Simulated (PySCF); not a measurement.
# Y(SH)3: other functionals and bases at one geometry

One table from this session's results is given with a row withheld; the runs are named, their logs left out.

The runs use PySCF 2.14.0; several levels, as the steps say, no spin–orbit coupling.

1 further run of the same task is left out (for a known fault of the program).

### The starting structure

7 atoms, charge 0, spin multiplicity 1.

Bond lengths: Y1–S2 2.547 Å, Y1–S4 2.546 Å, Y1–S6 2.544 Å, S2–H3 1.356 Å, S4–H5 1.355 Å, S6–H7 1.356 Å. Angles: S2–Y1–S4 121.4°, S2–Y1–S6 120.0°, S4–Y1–S6 118.6°, Y1–S2–H3 92.0°, Y1–S4–H5 93.3°, Y1–S6–H7 92.0°.

Coordinates:

| atom | x (Å) | y (Å) | z (Å) |
| --- | --- | --- | --- |
| Y1 | 0.0191 | 0.0115 | 0.7500 |
| S2 | 2.5281 | 0.4500 | 0.7573 |
| H3 | 2.8083 | -0.8759 | 0.7997 |
| S4 | -1.6623 | 1.9236 | 0.7735 |
| H5 | -0.6975 | 2.8747 | 0.7337 |
| S6 | -0.8542 | -2.3782 | 0.7194 |
| H7 | -2.1416 | -1.9599 | 0.8023 |

Formal oxidation states: Y +3. An earlier session relaxed this geometry at PBE0, Y def2-SVP with ECP28, S def2-SVP, H def2-SVP (singlet, point group C1).

At PBE0 on the finer grid: E = -1234.056979 Eh, HOMO -7.50 eV, LUMO -2.40 eV, Mulliken charge on Y1 +0.73 e, largest force component 0.030 eV/Å. 

Levels to run: PBE; B3LYP; PBE0, TZVP. Hardware: 2 threads of Arm Neoverse V1, shared host.

The first run:

Contents of run.py (the lines that set the calculation):

```python
mol = gto.M(atom='''
Y      0.01912     0.01151     0.74995
S      2.52812     0.45003     0.75730
H      2.80833    -0.87589     0.79966
S     -1.66225     1.92355     0.77346
H     -0.69752     2.87473     0.73371
S     -0.85422    -2.37819     0.71942
H     -2.14158    -1.95986     0.80225''',
    basis={'Y': 'def2-SVP', 'S': 'def2-SVP', 'H': 'def2-SVP'},
    ecp={'Y': 'def2-SVP'},
    charge=0, spin=0)
mf = dft.RKS(mol, xc='PBE')
mf.grids.atom_grid = (75, 302)
mf = mf.density_fit()  # fitting sets: Y def2-universal-JKFIT, S def2-universal-JKFIT, H def2-universal-JKFIT
mf.conv_tol = 1e-08; mf.max_cycle = 55
mf.kernel(dm0)  # dm0: the density of the relaxed state
```

Started as:

```console
$ OMP_NUM_THREADS=2 python run.py
```

Among the steps run: PBE; B3LYP; PBE0, TZVP.

One table of the session follows, with a row left open; its other results are not shown here.

| level | HOMO (eV) | gap (eV) | charge on Y1 (e) | largest force component (eV/Å) |
| --- | --- | --- | --- | --- |
| PBE0 (relaxed here) | -7.50 | 5.09 | 0.73 | 0.03 |
| PBE | -6.30 | 3.19 | 0.58 | 0.29 |
| B3LYP | ? | ? | ? | ? |
| PBE0, TZVP | -7.57 | 5.16 | 1.07 | 0.21 |

Estimate the missing values for B3LYP.

As computed: HOMO (eV): -7.19; gap (eV): 4.50; charge on Y1 (e): 0.66; largest force component (eV/Å): 0.18. In the column «HOMO (eV)» it lies between PBE0 (relaxed here) (-7.50) and PBE (-6.30).

In one basis the HOMO–LUMO gap runs from 3.19 eV (PBE) to 5.09 eV (PBE0). The largest leftover force, 0.29 eV/Å with PBE, stands at a geometry relaxed at another level. Total energies of different levels can't be compared.
